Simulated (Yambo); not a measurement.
# PbO2 (Fm-3m) in Yambo: further runs, part 2 of 2

Yambo 5.3.0. The steps go on from the part before.

### 4 Optical spectrum, PBEsol

The input, optics2.in:

```
optics
chi
tddft
Chimod= "ALDA"
% BndsRnXd
 1 | 38 |
%
NGsBlkXd= 4 Ry
% LongDrXd
 0 | 0 | 1 |
%
% QpntsRXd
 1 | 1 |
%
% EnRngeXd
 0 | 15 | eV
%
% DmRngeXd
 0.1 | 0.1 | eV
%
ETStpsXd= 300
FxcGRLc= 4 Ry
VXCRLvcs= 4 Ry
```

The input, scf.in:

```
&CONTROL
  calculation = 'scf'
  prefix = 'pwscf'
  outdir = './tmp'
  pseudo_dir = './pseudo'
/
&SYSTEM
  ibrav = 0
  nat = 3
  ntyp = 2
  ecutwfc = 84
  nbnd = 20
  occupations = 'smearing'
  smearing = 'fd'
  degauss = 0.00367493
  force_symmorphic = .true.
/
&ELECTRONS
  conv_thr = 6d-10
  electron_maxstep = 120
  mixing_beta = 0.5
/
ATOMIC_SPECIES
Pb   207.2000 Pb.upf
O     15.9990 O.upf
CELL_PARAMETERS angstrom
   0.0000000000    2.7019920000    2.7019920000
   2.7019920000    0.0000000000    2.7019920000
   2.7019920000    2.7019920000    0.0000000000
ATOMIC_POSITIONS crystal
Pb     0.0000000000    0.0000000000    0.0000000000
O      0.7500000000    0.7500000000    0.7500000000
O      0.2500000000    0.2500000000    0.2500000000
K_POINTS automatic
16 16 16 0 0 0
```

The input, nscf.in:

```
&CONTROL
  calculation = 'nscf'
  prefix = 'pwscf'
  outdir = './tmp'
  pseudo_dir = './pseudo'
/
&SYSTEM
  ibrav = 0
  nat = 3
  ntyp = 2
  ecutwfc = 84
  nbnd = 38
  occupations = 'smearing'
  smearing = 'fd'
  degauss = 0.00367493
  force_symmorphic = .true.
/
&ELECTRONS
  conv_thr = 1d-08
  diago_full_acc = .true.
  diago_thr_init = 1d-06
/
ATOMIC_SPECIES
Pb   207.2000 Pb.upf
O     15.9990 O.upf
CELL_PARAMETERS angstrom
   0.0000000000    2.7019920000    2.7019920000
   2.7019920000    0.0000000000    2.7019920000
   2.7019920000    2.7019920000    0.0000000000
ATOMIC_POSITIONS crystal
Pb     0.0000000000    0.0000000000    0.0000000000
O      0.7500000000    0.7500000000    0.7500000000
O      0.2500000000    0.2500000000    0.2500000000
K_POINTS automatic
16 16 16 0 0 0
```

Potentials or basis: PseudoDojo 0.4.1 SR PBEsol standard.

Command:

```
> OMP_NUM_THREADS=1 pw.x -in scf.in > scf.out
> OMP_NUM_THREADS=1 pw.x -in nscf.in > nscf.out
> cd tmp/pwscf.save; p2y; mv SAVE ../..; cd ../..
> OMP_NUM_THREADS=1 yambo
> OMP_NUM_THREADS=1 yambo -F optics2.in -J optics2 -C optics2_out
```

Yambo's report:

```text
[... sections 02.01 to 02.04 as in the set-up run ...]

  [02.05] Energies & Occupations
  ==============================

  [X] === General ===
  [X] Electronic Temperature                        :  0.258606E-1   300.100    [eV K]
  [X] Bosonic    Temperature                        :  0.258606E-1   300.100    [eV K]
  [X] Finite Temperature mode                       : yes
  [X] El. density                                   :  0.65901E+24 [cm-3]
  [X] Fermi Level                                   :  9.834080 [eV]

  [X] === Gaps and Widths ===
  [X] Conduction Band Min                           :  9.834080 [eV]
  [X] Valence Band Max                              :  9.834080 [eV]
  [X] Filled Bands                                  :  11
  [X] Metallic Bands                                :  12  14
  [X] Empty Bands                                   :   15   38

  [X] === Metallic Characters ===
  [X] N of el / N of met el                         :  26.00000   4.04882
  [X] Average metallic occ.                         :  0.337402

  [WARNING] [X] Metallic system

 [03] Transferred momenta grid and indexing
 ==========================================

 IBZ Q-points                                      :  145
 BZ  Q-points                                      :   4096

 K/Q-points units:
 rlu = crystal or reduced units; cc = cartesian coordinates; iku = interal k-units

 Q [  1]        [rlu]:  0.000000  0.000000  0.000000
 Q [  2]        [rlu]:  0.24196E-18  0.24196E-18  0.62500E-01
 Q [  3]        [rlu]:  0.48392E-18  0.48392E-18  0.12500
 Q [  4]        [rlu]:  0.28703E-18  0.28703E-18  0.18750
 Q [  5]        [rlu]:  0.96784E-18  0.96784E-18  0.25000
 Q [  6]        [rlu]:  0.68487E-17  0.68487E-17  0.31250
[... 42 lines left out ...]
 Q [ 49]        [rlu]:  0.61503E-17  0.25000      0.25000
 Q [ 50]        [rlu]:  0.71809E-17  0.25000      0.31250

 Remaining 95 points informations can be written running with -fatlog

 [04] Dipoles
 ============

  [04.01] Setup: observables and procedures
  =========================================

  [WF-Oscillators/G space/Transverse up loader] Normalization (few states)  min/max  :  0.35017E-17   1.0000

  [WR./optics2//ndb.dipoles]------------------------------------------------------
   Brillouin Zone Q/K grids (IBZ/BZ)                :    145   4096    145   4096
   RL vectors                                       :   4477 [WF]
   Fragmentation                                    : yes
   Electronic Temperature                           :  300.1000 [K]
   Bosonic    Temperature                           :  300.1000 [K]
   DIP band range                                   :    1   38
   DIP band range limits                            :  14  12
   DIP e/h energy range                             : -1.000000 -1.000000 [eV]
   RL vectors in the sum                            :   4477
   [r,Vnl] included                                 : yes
   Bands ordered                                    : yes
   Direct v evaluation                              : no
   Approach used                                    : G-space v
   Dipoles computed                                 : R V P [G-space]
   Wavefunctions                                    : Perdew, Burke & Ernzerhof SOL(X)+Perdew, Burke & Ernzerhof SOL(C)

  [WARNING] [r,Vnl^pseudo] included in position and velocity dipoles.

  [WARNING] In case H contains other non local terms, these are neglected

 [05] Optics
 ===========

 [xc] Functional : Perdew, Burke & Ernzerhof SOL(X)+Perdew, Burke & Ernzerhof SOL(C)
 [xc] LIBXC used to calculate xc functional
  PP Number of Atomic Species                      :  2
  NLCC RL compoments                               :  27581
 [X-CG] R(p) Tot o/o(of R):    36733  1411165      100

 [WARNING] The system is a metal but Drude term not included.
```

o-optics2.eps_q1_inv_alda_dyson:

```text
# Absorption @ Q(1):   0.00000000      0.00000000      1.00000000    [q->0 direction]
#
# [ X ] Hartree size                              :   51
# [GEN] GF Energies                               : Perdew, Burke & Ernzerhof SOL(X)+Perdew, Burke & Ernzerhof SOL(C)
# [GEN] Green`s Function                          : Retarded
#
# [GEN] Gauge                                     : Length
# [GEN] [r,Vnl] included                          : yes
#
#    E[1] [eV]          Im(eps)            Re(eps)            Im(eps_o)          Re(eps_o)
#
        0.000000          -0.257105E-6        11.28768          -0.21761E-16        11.38992
        0.050167           0.513543           11.00915           0.513767           11.11121
        0.100334           0.598290           10.71421           0.598556           10.81594
        0.150502           0.625587           10.62871           0.625825           10.73005
        0.200669           0.730569           10.60375           0.730749           10.70463
        0.250836           0.907583           10.54082           0.907737           10.64108
[... 292 lines left out ...]
        14.94983           0.629463           0.698434           0.831054           0.786332
        15.00000           0.596105           0.717860           0.788485           0.808256
#
```

Run time: 6.9 min. Hardware: 1 thread of Arm Neoverse V1, shared host; peak memory 1.6 GiB.

Results:

```yaml
Band_gap_on_the_k_mesh_mean-field_level: none (metal or under the smearing width)
```

Dielectric function (along the field direction of the input):
```csv
energy (eV),real part,imaginary part
0.25,10.54,0.91
0.75,11.38,0.73
1.25,10.27,6.72
1.76,7.95,7.86
2.26,4.18,6.09
2.76,2.70,3.28
3.26,4.10,2.19
3.76,5.33,2.18
4.31,6.50,3.15
4.82,6.29,5.38
5.32,4.92,5.99
5.82,4.69,7.36
6.32,0.87,7.38
6.82,-0.06,5.60
7.32,0.47,3.71
7.88,0.75,3.17
8.38,1.21,2.30
8.88,2.23,3.19
9.38,2.19,3.90
9.88,1.79,5.36
10.38,-1.32,5.19
10.89,-2.55,2.17
11.44,-1.14,1.33
11.94,-0.49,1.28
12.44,-0.11,1.00
12.94,0.16,1.06
13.44,0.32,0.98
13.95,0.52,0.94
14.45,0.41,0.88
15.00,0.72,0.60
```

Caveat: the LDA kernel is used on GGA states, which is inconsistent by a few percent; the intraband (Drude) term of the metal is left out; the ground state has no gap, which makes the many-body step unreliable; these spectra lack excitons.

### 5 Optical spectrum, PBEsol

The input, optics3.in:

```
optics
chi
Chimod= "IP"
% BndsRnXd
 1 | 38 |
%
% LongDrXd
 0 | 0 | 1 |
%
% QpntsRXd
 1 | 1 |
%
% EnRngeXd
 0 | 15 | eV
%
% DmRngeXd
 0.1 | 0.1 | eV
%
ETStpsXd= 300
```

scf.in is that of step 4.

nscf.in is that of step 4.

Potentials or basis: PseudoDojo 0.4.1 SR PBEsol standard.

Command:

```
> OMP_NUM_THREADS=1 pw.x -in scf.in > scf.out
> OMP_NUM_THREADS=1 pw.x -in nscf.in > nscf.out
> cd tmp/pwscf.save; p2y; mv SAVE ../..; cd ../..
> OMP_NUM_THREADS=1 yambo
> OMP_NUM_THREADS=1 yambo -F optics3.in -J optics3 -C optics3_out
```

Yambo's report:

```text
[... sections 02.01 to 02.04 as in the set-up run ...]

  [02.05] Energies & Occupations
  ==============================

  [X] === General ===
  [X] Electronic Temperature                        :  0.258606E-1   300.100    [eV K]
  [X] Bosonic    Temperature                        :  0.258606E-1   300.100    [eV K]
  [X] Finite Temperature mode                       : yes
  [X] El. density                                   :  0.65901E+24 [cm-3]
  [X] Fermi Level                                   :  9.834080 [eV]

  [X] === Gaps and Widths ===
  [X] Conduction Band Min                           :  9.834080 [eV]
  [X] Valence Band Max                              :  9.834080 [eV]
  [X] Filled Bands                                  :  11
  [X] Metallic Bands                                :  12  14
  [X] Empty Bands                                   :   15   38

  [X] === Metallic Characters ===
  [X] N of el / N of met el                         :  26.00000   4.04882
  [X] Average metallic occ.                         :  0.337402

  [WARNING] [X] Metallic system

 [03] Transferred momenta grid and indexing
 ==========================================

 IBZ Q-points                                      :  145
 BZ  Q-points                                      :   4096

 K/Q-points units:
 rlu = crystal or reduced units; cc = cartesian coordinates; iku = interal k-units

 Q [  1]        [rlu]:  0.000000  0.000000  0.000000
 Q [  2]        [rlu]:  0.24196E-18  0.24196E-18  0.62500E-01
 Q [  3]        [rlu]:  0.48392E-18  0.48392E-18  0.12500
 Q [  4]        [rlu]:  0.28703E-18  0.28703E-18  0.18750
 Q [  5]        [rlu]:  0.96784E-18  0.96784E-18  0.25000
 Q [  6]        [rlu]:  0.68487E-17  0.68487E-17  0.31250
[... 42 lines left out ...]
 Q [ 49]        [rlu]:  0.61503E-17  0.25000      0.25000
 Q [ 50]        [rlu]:  0.71809E-17  0.25000      0.31250

 Remaining 95 points informations can be written running with -fatlog

 [04] Dipoles
 ============

  [04.01] Setup: observables and procedures
  =========================================

  [WF-Oscillators/G space/Transverse up loader] Normalization (few states)  min/max  :  0.35017E-17   1.0000

  [WR./optics3//ndb.dipoles]------------------------------------------------------
   Brillouin Zone Q/K grids (IBZ/BZ)                :    145   4096    145   4096
   RL vectors                                       :   4477 [WF]
   Fragmentation                                    : yes
   Electronic Temperature                           :  300.1000 [K]
   Bosonic    Temperature                           :  300.1000 [K]
   DIP band range                                   :    1   38
   DIP band range limits                            :  14  12
   DIP e/h energy range                             : -1.000000 -1.000000 [eV]
   RL vectors in the sum                            :   4477
   [r,Vnl] included                                 : yes
   Bands ordered                                    : yes
   Direct v evaluation                              : no
   Approach used                                    : G-space v
   Dipoles computed                                 : R V P [G-space]
   Wavefunctions                                    : Perdew, Burke & Ernzerhof SOL(X)+Perdew, Burke & Ernzerhof SOL(C)

  [WARNING] [r,Vnl^pseudo] included in position and velocity dipoles.

  [WARNING] In case H contains other non local terms, these are neglected

 [05] Optics
 ===========

 [X-CG] R(p) Tot o/o(of R):    36733  1411165      100

 [WARNING] The system is a metal but Drude term not included.
```

Run time: 5.8 min. Hardware: 1 thread of Arm Neoverse V1, shared host; peak memory 0.41 GiB.

Results:

* Band gap on the k mesh, mean-field level: none (metal or under the smearing width)

Dielectric function (along the field direction of the input):
```
energy (eV)  real part  imaginary part
       0.25      10.64            0.91
       0.60      10.69            0.52
       1.00      13.66            2.77
       1.35      10.26            5.59
       1.76       8.06            7.77
       2.11       4.81            6.65
       2.51       3.17            5.29
       2.86       3.51            2.80
       3.26       4.37            2.16
       3.61       5.25            2.24
       4.01       6.06            2.76
       4.36       6.85            3.52
       4.77       6.73            5.45
       5.17       5.46            6.01
       5.52       4.63            6.24
       5.92       3.47            7.73
       6.27       1.12            7.21
       6.67       0.44            4.97
       7.02      -0.15            3.96
       7.42       0.69            3.41
       7.78       1.25            3.07
       8.18       1.47            2.68
       8.53       2.43            2.23
       8.93       2.70            3.43
       9.28       2.61            4.23
       9.68       2.23            5.12
      10.08       0.46            6.70
      10.43      -1.54            5.10
      10.84      -2.74            2.55
      11.19      -1.36            1.86
      11.59      -0.46            1.36
      11.94      -0.32            1.42
      12.34      -0.09            1.21
      12.69       0.22            1.22
      13.09       0.27            1.16
      13.44       0.47            1.17
      13.85       0.68            1.20
      14.20       0.66            1.12
      14.60       0.61            0.95
      15.00       0.81            0.79
```

Caveat: the intraband (Drude) term of the metal is left out; the ground state has no gap, which makes the many-body step unreliable; independent-particle spectra lack excitons. The run has no spin-orbit coupling, so splittings on Pb are missing.

### 6 Optical spectrum, PBEsol

The input, optics4.in:

```
optics
chi
Chimod= "HARTREE"
% BndsRnXd
 1 | 38 |
%
NGsBlkXd= 3 Ry
% LongDrXd
 1 | 1 | 1 |
%
% QpntsRXd
 1 | 1 |
%
% EnRngeXd
 0 | 15 | eV
%
% DmRngeXd
 0.05 | 0.05 | eV
%
ETStpsXd= 200
```

scf.in is that of step 5.

nscf.in is that of step 5.

Potentials or basis: PseudoDojo 0.4.1 SR PBEsol standard.

Command:

```
> OMP_NUM_THREADS=1 pw.x -in scf.in > scf.out
> OMP_NUM_THREADS=1 pw.x -in nscf.in > nscf.out
> cd tmp/pwscf.save; p2y; mv SAVE ../..; cd ../..
> OMP_NUM_THREADS=1 yambo
> OMP_NUM_THREADS=1 yambo -F optics4.in -J optics4 -C optics4_out
```

Yambo's report:

```text
[... sections 02.01 to 02.04 as in the set-up run ...]

  [02.05] Energies & Occupations
  ==============================

  [X] === General ===
  [X] Electronic Temperature                        :  0.258606E-1   300.100    [eV K]
  [X] Bosonic    Temperature                        :  0.258606E-1   300.100    [eV K]
  [X] Finite Temperature mode                       : yes
  [X] El. density                                   :  0.65901E+24 [cm-3]
  [X] Fermi Level                                   :  9.834080 [eV]

  [X] === Gaps and Widths ===
  [X] Conduction Band Min                           :  9.834080 [eV]
  [X] Valence Band Max                              :  9.834080 [eV]
  [X] Filled Bands                                  :  11
  [X] Metallic Bands                                :  12  14
  [X] Empty Bands                                   :   15   38

  [X] === Metallic Characters ===
  [X] N of el / N of met el                         :  26.00000   4.04882
  [X] Average metallic occ.                         :  0.337402

  [WARNING] [X] Metallic system

 [03] Transferred momenta grid and indexing
 ==========================================

 IBZ Q-points                                      :  145
 BZ  Q-points                                      :   4096

 K/Q-points units:
 rlu = crystal or reduced units; cc = cartesian coordinates; iku = interal k-units

 Q [  1]        [rlu]:  0.000000  0.000000  0.000000
 Q [  2]        [rlu]:  0.24196E-18  0.24196E-18  0.62500E-01
 Q [  3]        [rlu]:  0.48392E-18  0.48392E-18  0.12500
 Q [  4]        [rlu]:  0.28703E-18  0.28703E-18  0.18750
 Q [  5]        [rlu]:  0.96784E-18  0.96784E-18  0.25000
 Q [  6]        [rlu]:  0.68487E-17  0.68487E-17  0.31250
[... 42 lines left out ...]
 Q [ 49]        [rlu]:  0.61503E-17  0.25000      0.25000
 Q [ 50]        [rlu]:  0.71809E-17  0.25000      0.31250

 Remaining 95 points informations can be written running with -fatlog

 [04] Dipoles
 ============

  [04.01] Setup: observables and procedures
  =========================================

  [WF-Oscillators/G space/Transverse up loader] Normalization (few states)  min/max  :  0.35017E-17   1.0000

  [WR./optics4//ndb.dipoles]------------------------------------------------------
   Brillouin Zone Q/K grids (IBZ/BZ)                :    145   4096    145   4096
   RL vectors                                       :   4477 [WF]
   Fragmentation                                    : yes
   Electronic Temperature                           :  300.1000 [K]
   Bosonic    Temperature                           :  300.1000 [K]
   DIP band range                                   :    1   38
   DIP band range limits                            :  14  12
   DIP e/h energy range                             : -1.000000 -1.000000 [eV]
   RL vectors in the sum                            :   4477
   [r,Vnl] included                                 : yes
   Bands ordered                                    : yes
   Direct v evaluation                              : no
   Approach used                                    : G-space v
   Dipoles computed                                 : R V P [G-space]
   Wavefunctions                                    : Perdew, Burke & Ernzerhof SOL(X)+Perdew, Burke & Ernzerhof SOL(C)

  [WARNING] [r,Vnl^pseudo] included in position and velocity dipoles.

  [WARNING] In case H contains other non local terms, these are neglected

 [05] Optics
 ===========

 [X-CG] R(p) Tot o/o(of R):    36733  1411165      100

 [WARNING] The system is a metal but Drude term not included.
```

Run time: 6.1 min. Hardware: 1 thread of Arm Neoverse V1, shared host; peak memory 1.6 GiB.

Results:

```yaml
Band_gap_on_the_k_mesh_mean-field_level: none (metal or under the smearing width)
```

Dielectric function (along the field direction of the input):
```
energy (eV)  real part  imaginary part
       0.30      10.43            1.51
       1.06      15.79            4.38
       1.81       8.34            9.19
       2.56       1.91            5.34
       3.39       4.56            1.68
       4.15       5.58            2.56
       4.90       5.14            5.42
       5.65       4.83            5.29
       6.48       0.18            6.61
       7.24       0.65            3.33
       7.99       0.59            2.74
       8.74       2.66            2.93
       9.57       2.59            4.45
      10.33      -1.05            5.46
      11.08      -1.65            1.93
      11.83      -0.48            1.25
      12.66      -0.04            1.00
      13.42       0.28            0.93
      14.17       0.49            0.72
      15.00       0.65            0.57
```

Caveat: the intraband (Drude) term of the metal is left out; the ground state has no gap, which makes the many-body step unreliable; these spectra lack excitons.

### 7 Overview

| direction of the field or of q to 0 | broadening | kernel | top of the energy range | energy points | gap on the mesh (eV) |
| --- | --- | --- | --- | --- | --- |
| z | 0.1 eV | none (independent particles) | 15 eV | 150 | none |
| z | 0.2 eV | Hartree (RPA with local fields) | 20 eV | 150 | none |
| z | 0.1 eV | adiabatic LDA | 15 eV | 300 | none |
| z | 0.1 eV | none (independent particles) | 15 eV | 300 | none |
| x + y + z | 0.05 eV | Hartree (RPA with local fields) | 15 eV | 200 | none |

Alike in all rows: task optical spectrum; level PBEsol; potentials or basis PseudoDojo 0.4.1 SR PBEsol standard; no spin polarisation; cell as given; k mesh 16 × 16 × 16; cutoff (eV) 1143; smearing fermi-dirac 0.05 eV.

Every run on the cell as given and a fine mesh finds a metal.

Caveats: the intraband (Drude) term of the metal is left out; the ground state has no gap, which makes the many-body step unreliable; these spectra lack excitons (some runs); independent-particle spectra lack excitons (some runs); the LDA kernel is used on GGA states, which is inconsistent by a few percent (some runs).

Absolute energies hang on the potentials; compare differences alone.
